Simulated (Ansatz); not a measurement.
This script for Ansatz's Python interface starts 5 runs on C₃H₇BSi, SMILES C=C1[SiH2]B1C. What input does the engine get in each?

`methods_c3h7bsi.py`:
```python
from dataclasses import dataclass
from pathlib import Path

import ansatz as az
import numpy as np


@dataclass(frozen=True)
class RunConfig:
    basis: str = "cc-pVDZ"


opts = RunConfig()

GEOMETRY = """
C     0.06550    1.83170    1.33800
C     0.15800    0.65230    0.82290
Si    0.72550   -1.02100    1.01080
B    -0.01260   -0.40510   -0.46140
C    -0.64990   -0.69900   -1.92880
H     0.39130    2.11880    2.31700
H    -0.44890    2.64940    0.74770
H    -0.03590   -1.80860    1.92540
H     2.22370   -1.11570    0.95030
H    -0.14730   -0.01760   -2.61240
H    -1.75460   -0.50040   -1.90300
H    -0.43780   -1.73990   -2.17250
"""


def main() -> None:
    mol = az.Crystal.molecule()
    for line in GEOMETRY.strip().splitlines():
        symbol, *xyz = line.split()
        mol = mol.atom(symbol, [float(v) for v in xyz])

    calculation = (
        mol.calculation()
        .basis(gaussian=opts.basis)
        .accuracy("medium")
        .scf(lower_state_search="off")
    )

    print("functional    E (Ha)        dipole (D)   HOMO (eV)  LUMO (eV)")
    for name in ["r2scan0", "hse06", "pbe0", "lda", "hf"]:
        data = calculation.functional(name).forces().orbitals().run(threads=1, runs_dir="runs").report
        lines = Path(data["orbitals_path"]).read_text().splitlines()
        field_of = lambda key: [line.split("=")[1].strip() for line in lines if line.startswith(key)]
        orbitals = [(27.211386 * float(e), s, float(n)) for e, s, n in zip(field_of("Ene="), field_of("Spin="), field_of("Occup="))]
        homo = max(e for e, _, n in orbitals if n > 0.5)
        lumo = min(e for e, _, n in orbitals if n < 0.5)
        dipole = 4.803205 * np.linalg.norm(data["charge_distribution"]["dipole_moment_e_ang"])
        print(f"{name:10s} {data['free_energy_ev'] / 27.211386246:14.6f} {dipole:9.3f} {homo:11.3f} {lumo:10.3f}")


if __name__ == "__main__":
    main()
```

Run 1:
```yaml
crystal:
  periodic: [false, false, false]
  atoms:
    - { symbol: C, position_ang: [0.0655, 1.8317, 1.338] }
    - { symbol: C, position_ang: [0.158, 0.6523, 0.8229] }
    - { symbol: Si, position_ang: [0.7255, -1.021, 1.0108] }
    - { symbol: B, position_ang: [-0.0126, -0.4051, -0.4614] }
    - { symbol: C, position_ang: [-0.6499, -0.699, -1.9288] }
    - { symbol: H, position_ang: [0.3913, 2.1188, 2.317] }
    - { symbol: H, position_ang: [-0.4489, 2.6494, 0.7477] }
    - { symbol: H, position_ang: [-0.0359, -1.8086, 1.9254] }
    - { symbol: H, position_ang: [2.2237, -1.1157, 0.9503] }
    - { symbol: H, position_ang: [-0.1473, -0.0176, -2.6124] }
    - { symbol: H, position_ang: [-1.7546, -0.5004, -1.903] }
    - { symbol: H, position_ang: [-0.4378, -1.7399, -2.1725] }
accuracy: medium
basis:
  gaussian:
    orbitals: cc-pVDZ
hamiltonian:
  xc: r2scan0
scf:
  lower_state_search: "off"
output:
  orbitals: {}
  forces: true
```

Run 2, against run 1:
```diff
-  xc: r2scan0
+  xc: hse06
```

Run 3, against run 1:
```diff
-  xc: r2scan0
+  xc: pbe0
```

Run 4, against run 1:
```diff
-  xc: r2scan0
+  xc: lda
```

Run 5, against run 1:
```diff
-  xc: r2scan0
+  xc: hf
```

Running `python methods_c3h7bsi.py` prints:
```text
functional    E (Ha)        dipole (D)   HOMO (eV)  LUMO (eV)
r2scan0       -432.600043     0.454      -6.642     -2.378
hse06         -432.414580     0.480      -6.111     -2.845
pbe0          -432.430165     0.478      -6.507     -2.465
lda           -430.151664     0.537      -5.402     -3.528
hf            -431.156991     0.316      -9.225      1.270
```

Caveats:
- The settings weren't tested for convergence.
- The geometry is a force-field or estimated start, not a minimum of this method, and the basis set is short of its limit. A lower total doesn't mark the better method: functionals have no common bound, and MP2 and coupled cluster aren't variational.
- Levels such as HOMO and LUMO are orbital energies: with these approximate functionals they aren't the ionisation energy and electron affinity, and their gap isn't the fundamental gap.
- For Al to Cl the sets with a tight d function, cc-pV(X+d)Z, are usual.
- hse06 follows the composition of plane-wave codes, whose totals differ by tens of mHa, up to about 0.1 Ha, from the form usual in Gaussian-basis programs (wpbeh).
- Wall time of the script: 15 s on 1 thread of Intel(R) Xeon(R) Processor @ 2.30GHz, with other jobs on the host, peak memory 0.3 GiB.
